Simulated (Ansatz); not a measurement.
# AlBH₃Se− (SMILES [BH2][AlH][Se-]): one structure at several levels

One table from this session's results is given with a row withheld; the runs are named, their logs left out.

Computed with Ansatz 0.2.0, Gaussian basis. Level: single points in def2-TZVPPD.

Cores are frozen in the correlated methods. Filled d shells of the heavier atoms are correlated.

## Where the work starts

SMILES `[BH2][AlH][Se-]`, 6 atoms, charge -1, spin multiplicity 1.

Atoms are counted from 1 here; the program's logs count them from 0.

Bond lengths: B1–Al2 2.120 Å, B1–H4 1.220 Å, B1–H5 1.173 Å, Al2–Se3 2.237 Å, Al2–H6 1.577 Å. Angles: Al2–B1–H4 124.3°, Al2–B1–H5 124.1°, H4–B1–H5 111.6°, B1–Al2–Se3 128.7°, B1–Al2–H6 110.0°, Se3–Al2–H6 121.3°.

Coordinates:

```xyz
6

B    -0.7094    0.2981   -0.8814
Al    0.5829   -0.1649    0.7340
Se    1.2725   -2.1715    1.4437
H    -1.2600   -0.5347   -1.5824
H    -0.9836    1.3899   -1.2112
H     1.0821    1.1630    1.4222
```

Set-up of the first run:

File run/in.yaml:

```yaml
crystal:
  periodic: [false, false, false]
  atoms:
    - {symbol: B, position_ang: [-0.709400, 0.298100, -0.881400]}
    - {symbol: Al, position_ang: [0.582900, -0.164900, 0.734000]}
    - {symbol: Se, position_ang: [1.272500, -2.171500, 1.443700]}
    - {symbol: H, position_ang: [-1.260000, -0.534700, -1.582400]}
    - {symbol: H, position_ang: [-0.983600, 1.389900, -1.211200]}
    - {symbol: H, position_ang: [1.082100, 1.163000, 1.422200]}
basis:
  gaussian: {orbitals: "def2-TZVPPD.json"}
total_charge: -1
correlation: {method: ccsd_t}
output: {forces: true}
```

The basis file named in the input lies beside it (Basis Set Exchange, JSON).

The command line of these runs was not kept.

Steps of the session up to this table: CCSD(T)/def2-TZVPPD; PBE0-D4/def2-TZVPPD; wB97M-V/def2-TZVPPD; r2SCAN-D4/def2-TZVPPD; PBE-D4/def2-TZVPPD; B97M-V/def2-TZVPPD; r2SCAN0-D4/def2-TZVPPD.

One table of the session follows, with a row left open; its other results are not shown here.

| method | RMS force component (eV/Å) | angle to CCSD(T) forces (°) |
| --- | --- | --- |
| CCSD(T) | 0.391 | reference |
| PBE0-D4 | 0.398 | 7.1 |
| wB97M-V | 0.392 | 13.7 |
| r2SCAN-D4 | ? | ? |
| PBE-D4 | 0.419 | 25.0 |
| B97M-V | 0.376 | 16.7 |
| r2SCAN0-D4 | 0.394 | 10.4 |

Q: Estimate the row for r2SCAN-D4 from the others.

As computed: RMS force component (eV/Å): 0.386; angle to CCSD(T) forces (°): 10.7. In the column «RMS force component (eV/Å)» it lies between B97M-V (0.376) and CCSD(T) (0.391).
